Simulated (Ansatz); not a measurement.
NbCd3:

```
Cd Nb
1.0
     4.21500    0.00000    0.00000
     0.00000    4.21500    0.00000
     0.00000    0.00000    4.21500
Cd Nb
3 1
Direct
  0.50000 0.50000 0.00000
  0.50000 0.00000 0.50000
  0.00000 0.50000 0.50000
  0.00000 0.00000 0.00000
```

Base run:

* Program: Ansatz 0.2.0
* Functional: PBE
* Potentials or basis: all-electron LAPW, scalar-relativistic
* Cutoff: 207 eV
* Density cutoff: 827 eV
* Basis error allowed: 0.002 eV/atom
* k mesh: 6 × 6 × 6
* Occupations: fermi-dirac, width 0.05 eV
* Spin: no spin polarisation

Its results: pressure 7.2 GPa.

After a change of settings the same cell gave: pressure -2.5 GPa. Which change was it?
A. functional from PBE to PBEsol; basis error allowed from 0.002 eV/atom to 0.001 eV/atom
B. functional from PBE to PBEsol
C. functional from PBE to LDA

C.

LDA binds more tightly than PBE, so the same cell stands under less pressure.

Not every run made on this cell is shown here.
